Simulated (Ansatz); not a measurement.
The input (input.yaml):

```yaml
crystal:
  lattice:
    - [-3.262242, -5.650369, 0.0]
    - [4.893363, -2.825184, 0.0]
    - [0.0, 0.0, 14.42791]
  atoms:
    - { symbol: Zr, position: [0.52912841, 0.66096888, 0.6005636] }
    - { symbol: Zr, position: [0.56499163, 0.3319573, 0.11085697] }
    - { symbol: Zr, position: [0.52758051, 0.3489166, 0.42044685] }
    - { symbol: Zr, position: [0.56589413, 0.70501892, 0.9247927] }
    - { symbol: Al, position: [0.54401608, 0.64022609, 0.24856405] }
    - { symbol: Al, position: [0.59551879, 0.40203142, 0.7522141] }
    - { symbol: "N", position: [0.81240617, 0.55507568, 0.52009437] }
    - { symbol: "N", position: [0.7982451, 0.51892429, 0.0200659] }
    - { symbol: Zr, position: [0.30282708, 0.18032357, 0.61789328] }
    - { symbol: Zr, position: [0.29587204, 0.86787519, 0.10029857] }
    - { symbol: Zr, position: [0.33021058, 0.87026492, 0.44161758] }
    - { symbol: Zr, position: [0.30718846, 0.21082809, 0.93371043] }
    - { symbol: Al, position: [0.31697159, 0.14929976, 0.2613027] }
    - { symbol: Al, position: [0.32105349, 0.86417812, 0.76021619] }
    - { symbol: "N", position: [0.57668391, -0.01856092, 0.51773376] }
    - { symbol: "N", position: [0.55940202, 0.01055857, 0.01995904] }
    - { symbol: Zr, position: [0.0439079, 0.68751191, 0.63987398] }
    - { symbol: Zr, position: [0.04042175, 0.36425763, 0.09815323] }
    - { symbol: Zr, position: [0.01809572, 0.35915098, 0.42571774] }
    - { symbol: Zr, position: [0.04353088, 0.72385438, 0.91474715] }
    - { symbol: Al, position: [0.17659729, 0.55038489, 0.24310201] }
    - { symbol: Al, position: [0.08604459, 0.32783463, 0.78252534] }
    - { symbol: "N", position: [0.21193576, 0.52568429, 0.53467632] }
    - { symbol: "N", position: [0.33159924, 0.49596684, 0.02471479] }
    - { symbol: Zr, position: [0.80368309, 0.23312153, 0.59725142] }
    - { symbol: Zr, position: [0.80537774, 0.82268889, 0.1230927] }
    - { symbol: Zr, position: [0.84092502, 0.85598446, 0.43039546] }
    - { symbol: Zr, position: [0.77571183, 0.20314539, 0.93339215] }
    - { symbol: Al, position: [0.78209659, 0.32304125, 0.25799358] }
    - { symbol: Al, position: [0.76484875, 0.86322807, 0.77628001] }
    - { symbol: "N", position: [0.06140281, 0.04286272, 0.49943481] }
    - { symbol: "N", position: [0.05056805, 0.06268859, 0.0146056] }
basis:
  ecutwfc: 420.0
kpoints:
  mp_grid: { grid: [2, 2, 1] }
hamiltonian:
  xc: pbe
  dispersion: d3bj
scf:
  occupations: { method: fermi_dirac, width: 0.17 }
  lower_state_search: "off"
md:
  timestep: 1
  n_steps: 300
  ensemble: nvt_langevin
  temperature: 1200.0
  initial_velocities: maxwell_boltzmann
  seed: 98463
  friction: 0.02
```

Launched with:

```bash
$ ansatz run input.yaml --threads 2 --pin off --max-ram 5120MiB --backend cpu --events-out ev --progress --plain --runs-dir out
```

Hardware: 2 threads of AMD EPYC 9R45 96-Core Processor (Zen 5) (shared host).

Task: Roughly how long does this run take, and how much memory?

Result: 14 min, with a peak of 1.6 GiB, for 301 ionic steps.
